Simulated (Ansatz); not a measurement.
**C₂H₂BCl: a ladder of functionals and wavefunction methods**

The task here is to estimate one member of a computed series from the others.

Program: Ansatz 0.2.0, Gaussian basis. Level of theory: functionals in def2-TZVPP, the program's frozen cores in correlated methods. These are calculated values, not measurements.

Levels to be run: LDA (SPW92), PBE-D4, revPBE-D4, BLYP-D4, r2SCAN-D4, B97M-V, PBE0-D4, B3LYP-D4, r2SCANh-D4, r2SCAN0-D4, HSE06-D4, BHLYP-D4, CAM-B3LYP-D4, LC-ωPBE, ωB97X-V, ωB97M-V, B2PLYP, PBE-QIDH; CCSD(T)/def2-SVP; CCSD(T)/def2-TZVPP; MP2/def2-QZVPP; extrapolation to the limit; RPA on PBE.

### The geometry

All runs share one geometry, relaxed beforehand with PBE0-D4 in a triple-zeta def2 set.

SMILES `ClC1=CB1`, 6 atoms, charge 0, spin multiplicity 1.

Atoms are counted from 1 here; the program's logs count them from 0.

Bond lengths: Cl1–C2 1.688 Å, C2–C3 1.340 Å, C2–B4 1.465 Å, C3–B4 1.477 Å, C3–H5 1.081 Å, B4–H6 1.181 Å. Angles: Cl1–C2–C3 139.5°, Cl1–C2–B4 157.1°, C3–C2–B4 63.4°, C2–C3–B4 62.5°, C2–C3–H5 140.6°, B4–C3–H5 156.9°, C2–B4–C3 54.2°, C2–B4–H6 154.0°, C3–B4–H6 151.8°.

Set-up of the first run:

Input file in.yaml:

```yaml
crystal:
  periodic: [false, false, false]
  atoms:
    - {symbol: Cl, position_ang: [-0.980052, -2.106663, -0.464033]}
    - {symbol: C, position_ang: [-0.354391, -0.568309, -0.160233]}
    - {symbol: C, position_ang: [0.787977, 0.007094, 0.239574]}
    - {symbol: B, position_ang: [-0.355116, 0.893401, -0.059092]}
    - {symbol: H, position_ang: [1.793802, -0.252024, 0.538489]}
    - {symbol: H, position_ang: [-0.850119, 1.962402, -0.140906]}
basis:
  gaussian: {orbitals: def2-TZVPP}
hamiltonian: {xc: lda}
output: {orbitals: {seedname: orbitals}}
```

Command:

```
$ ansatz run in.yaml --threads 2 --pin off --events-out ev --progress --plain --max-ram 4352MiB
```

Among the steps run: LDA; PBE-D4 (GGA); revPBE-D4 (GGA); BLYP-D4 (GGA); r2SCAN-D4 (meta-GGA); B97M-V (meta-GGA); PBE0-D4 (hybrid); B3LYP-D4 (hybrid); r2SCANh-D4 (hybrid); r2SCAN0-D4 (hybrid); HSE06-D4 (hybrid); BHLYP-D4 (hybrid); CAM-B3LYP-D4 (range-separated); LC-ωPBE (range-separated); ωB97X-V (range-separated); ωB97M-V (range-separated); B2PLYP (double hybrid); PBE-QIDH (double hybrid).

One table of the session follows, with a row left open; its other results are not shown here.

It belongs to the step «Orbital energies across the functionals». 

| functional | HOMO (eV) | gap (eV) |
| --- | --- | --- |
| LDA (SPW92) | -6.90 | 5.07 |
| PBE-D4 | -6.78 | 5.21 |
| revPBE-D4 | -6.73 | 5.25 |
| BLYP-D4 | -6.65 | 5.24 |
| r2SCAN-D4 | -7.05 | 5.77 |
| B97M-V | -7.15 | 6.00 |
| PBE0-D4 | -8.12 | 7.64 |
| B3LYP-D4 | -7.89 | 7.19 |
| r2SCANh-D4 | -7.54 | 6.65 |
| r2SCAN0-D4 | -8.29 | 7.98 |
| HSE06-D4 | -7.72 | 6.85 |
| BHLYP-D4 | -9.36 | 10.09 |
| CAM-B3LYP-D4 | ? | ? |
| LC-ωPBE | -10.87 | 12.76 |
| ωB97X-V | -10.50 | 12.34 |
| ωB97M-V | -10.35 | 12.08 |

Estimate the missing values for CAM-B3LYP-D4.

**Answer.** HOMO (eV): -9.50; gap (eV): 10.22. In the column «HOMO (eV)» it lies between ωB97M-V (-10.35) and BHLYP-D4 (-9.36).
